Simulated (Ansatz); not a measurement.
# Ga2GeO3: the cost of one run

Computed with Ansatz 0.2.0 (DFT PBE, scalar-relativistic, plane waves, PAW, unless a step's input says otherwise).

**1. The system as given**

The structure is tetragonal, space group P-4m2 (No. 115). Conventional cell: a = 3.343 Å, b = 3.343 Å, c = 7.378 Å, α = 90.00°, β = 90.00°, γ = 90.00°. Around Ga (site symmetry 2mm) lie 7 O at 2.52 to 2.60 Å and 2 Ge at 2.56 Å. Ge (site symmetry -4m2) has 4 O at 2.36 Å and 4 Ga at 2.56 Å as nearest neighbours. O (site symmetry -4m2) is surrounded by 4 Ge at 2.36 Å and 4 Ga at 2.56 Å. Around O (site symmetry 2mm) lie 5 Ga at 2.52 to 2.60 Å.

As a file:

```cif
data_structure
_symmetry_space_group_name_H-M 'P 1'
_symmetry_Int_Tables_number 1
_cell_length_a 3.3428
_cell_length_b 3.3428
_cell_length_c 7.3781
_cell_angle_alpha 90.000
_cell_angle_beta 90.000
_cell_angle_gamma 90.000
_cell_volume 82.44
loop_
_atom_site_label
_atom_site_type_symbol
_atom_site_fract_x
_atom_site_fract_y
_atom_site_fract_z
_atom_site_occupancy
Ga1 Ga 0.00000 0.50000 0.73650 1
Ga2 Ga 0.50000 0.00000 0.26350 1
Ge1 Ge 0.00000 0.00000 0.00000 1
O1 O 0.50000 0.50000 0.00000 1
O2 O 0.00000 0.50000 0.38350 1
O3 O 0.50000 0.00000 0.61650 1
```

Recipe of the guess: species swapped into a database cell of Zr2CuSb3 (P-4m2, No. 115), with Ga on the Zr sites, Ge on the Cu sites and O on the Sb sites. The dimensions are guesses.

**2. The guess as it stands, on a coarse mesh**

Input file input.yaml:

```yaml
crystal:
  lattice:
    - [3.3427805, 0.0, 0.0]
    - [0.0, 3.3427805, 0.0]
    - [0.0, 0.0, 7.37805706]
  atoms:
    - { symbol: Ga, position: [0.0, 0.5, 0.73650002] }
    - { symbol: Ga, position: [0.5, 0.0, 0.26349998] }
    - { symbol: Ge, position: [0.0, 0.0, 0.0] }
    - { symbol: O, position: [0.5, 0.5, 0.0] }
    - { symbol: O, position: [0.0, 0.5, 0.38350001] }
    - { symbol: O, position: [0.5, 0.0, 0.61649999] }
basis:
  ecutwfc: 420
kpoints:
  mp_grid: { grid: [6, 6, 4] }
hamiltonian:
  xc: pbe
scf:
  occupations: { method: gaussian, width: 0.1 }
  lower_state_search: "off"
output:
  forces: true
  stress: true
  eigenvalues: true
```

The run is started by

```sh
ansatz run input.yaml --threads 1 --pin off --max-ram 2560MiB --backend cpu --events-out ev --progress --plain --runs-dir out
```

**Question.** How long does this run take on 1 thread of Intel Xeon at 2.50GHz (Skylake/Cascade Lake), shared host, and how much memory does it need?

About 14 s, with a peak of 0.38 GiB.
